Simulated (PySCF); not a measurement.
Molecule: FVSCl2, in a box.

```
CELL_PARAMETERS angstrom
13.00000 0.00000 0.00000
0.00000 13.00000 0.00000
0.00000 0.00000 12.00000
ATOMIC_POSITIONS crystal
F 0.49013 0.45182 0.61715
V 0.50770 0.46600 0.47689
S 0.62640 0.38126 0.42988
Cl 0.37560 0.41509 0.38851
Cl 0.53971 0.62197 0.43717
```

Base run:

| Property | Result |
| --- | --- |
| Program | PySCF 2.14.0 |
| Functional | r2SCANh |
| Potentials or basis | def2-svp (all-electron) |
| k mesh | 1 × 1 × 1 |
| Occupations | fixed |
| Spin | no spin polarisation |

Its results: gap between the frontier levels 3.41 eV.

Question: The run is repeated on the same cell with these changes: functional from r2SCANh to SCAN0. What comes out?

Answer: Gap between the frontier levels 4.58 eV.

Caveats: this is a molecule in a periodic box at the Γ point, so its band gap is the HOMO-LUMO gap; the basis of atomic orbitals isn't converged, which shifts pressures, moduli and gaps.

